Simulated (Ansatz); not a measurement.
Sn3Te: equation of state with PBEsol

The system is Sn3Te.

```xyz
4
Lattice="4.8656 0.0000 0.0000 0.0000 4.8656 0.0000 0.0000 0.0000 4.8656" Properties=species:S:1:pos:R:3 pbc="T T T"
Te    0.0000    0.0000    0.0000
Sn    0.0000    2.4328    2.4328
Sn    2.4328    0.0000    2.4328
Sn    2.4328    2.4328    0.0000
```

The cell comes from a database or a generator and needn't be the stable form of this composition.

| Item | Value |
| --- | --- |
| Program | Ansatz 0.2.0 |
| Task | equation of state |
| Functional | PBEsol |
| Potentials or basis | all-electron LAPW, scalar-relativistic |
| Basis error allowed | 0.001 eV/atom |
| k mesh | 6 × 6 × 6 |
| Occupations | fermi-dirac, width 0.05 eV |
| Spin | no spin polarisation |

```
Equilibrium volume                      : 27.33 Å³/atom
Bulk modulus                            : 50 GPa
Pressure derivative of the bulk modulus : 4.0
```

Energy against volume, from the lowest point:
| volume (Å³/atom) | energy (meV/atom) |
| --- | --- |
| 27.070 | 0.00 |
| 27.646 | 0.14 |
| 28.222 | 3.86 |
| 28.798 | 10.82 |
| 29.373 | 20.66 |
| 29.949 | 33.16 |
| 30.525 | 47.99 |

All runs of the series together: 96 s on 2 threads of AMD EPYC 7R43 64-Core Processor (Zen 3) (shared host).

The run has no spin-orbit coupling, so splittings on Te are missing.
